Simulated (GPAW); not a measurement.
A run of GPAW 26.7.0 is set up as follows.

File run.py:

```python
from ase.dft.bandgap import bandgap
from ase.io import read, write
from ase.units import GPa
from gpaw import GPAW, PW, setup_paths

setup_paths.insert(0, '.')

atoms = read('POSCAR')

calc = GPAW(mode=PW(600),
            xc='PBEsol',
            kpts={'size': (9, 9, 7), 'gamma': True},
            occupations={'name': 'fermi-dirac', 'width': 0.05},
            nbands=13,
            convergence={'density': 1e-05, 'energy': 1e-05},
            maxiter=150,
            txt='gpaw.txt')
atoms.calc = calc
energy = atoms.get_potential_energy()
forces = atoms.get_forces()
stress = atoms.get_stress()
calc.write('gs.gpw')
write('result.traj', atoms)
print(f'Energy: {energy:.6f} eV')
print('Forces (eV/A):')
print(forces.round(4))
print('Stress (GPa):', (stress / GPa).round(3))
print('Fermi level:', round(calc.get_fermi_level(), 4), 'eV')
print(f'Gap: {bandgap(calc)[0]:.4f} eV, direct: {bandgap(calc, direct=True)[0]:.4f} eV')

path = atoms.cell.bandpath('GMKGALHA,LM,KH', npoints=60, eps=1e-4)
bs_calc = calc.fixed_density(kpts=path, symmetry='off', nbands=23,
                             convergence={'bands': 'CBM+6.0', 'eigenstates': 1e-6}, txt='bands.txt')
bs = bs_calc.band_structure()
bs.write('bs.json')
print(f'Gap on the path: {bandgap(bs_calc)[0]:.4f} eV')
```

File POSCAR:

```
SiSe
1.0
    3.5951980377      0.0000000000      0.0000000000
   -1.7975990189      3.1135328323      0.0000000000
    0.0000000000      0.0000000000      3.5987300000
Si Se
1 1
Direct
    0.6666700000      0.3333300000      0.5000000000
    0.0000033333     -0.0000033333      0.0000000000
```

Potentials or basis: PAW data sets generated in the run's folder for this functional, pw.

Run with:

```console
$ gpaw-setup -f PBEsol Se Si
$ OMP_NUM_THREADS=1 python run.py
```

Question: Estimate the pressure.

Answer: -2.6 GPa.

Question: Predict the band gap along the path.

Answer: None (metal or under the smearing width).

Levels at the corners of the path, in eV from the Fermi level:
| point | band 3 | band 4 | band 5 | band 6 | band 7 | band 8 |
| --- | --- | --- | --- | --- | --- | --- |
| Γ | -3.75 | -1.84 | -1.84 | 2.81 | 2.81 | 3.35 |
| M | -3.44 | -1.99 | -1.88 | 1.85 | 1.88 | 3.46 |
| K | -5.94 | -1.63 | 1.17 | 1.29 | 1.63 | 3.62 |
| Γ | -3.75 | -1.84 | -1.84 | 2.81 | 2.81 | 3.35 |
| A | -0.78 | -0.78 | 1.43 | 2.06 | 2.68 | 2.68 |
| L | -6.14 | -5.39 | -1.98 | 0.92 | 2.46 | 2.47 |
| H | -6.01 | -5.77 | -4.07 | -2.07 | 5.75 | 6.43 |
| A | -0.78 | -0.78 | 1.43 | 2.06 | 2.68 | 2.68 |
| L | -6.14 | -5.39 | -1.98 | 0.92 | 2.46 | 2.47 |
| M | -3.44 | -1.99 | -1.88 | 1.85 | 1.88 | 3.46 |
| K | -5.94 | -1.63 | 1.17 | 1.29 | 1.63 | 3.62 |
| H | -6.01 | -5.77 | -4.07 | -2.07 | 5.75 | 6.43 |
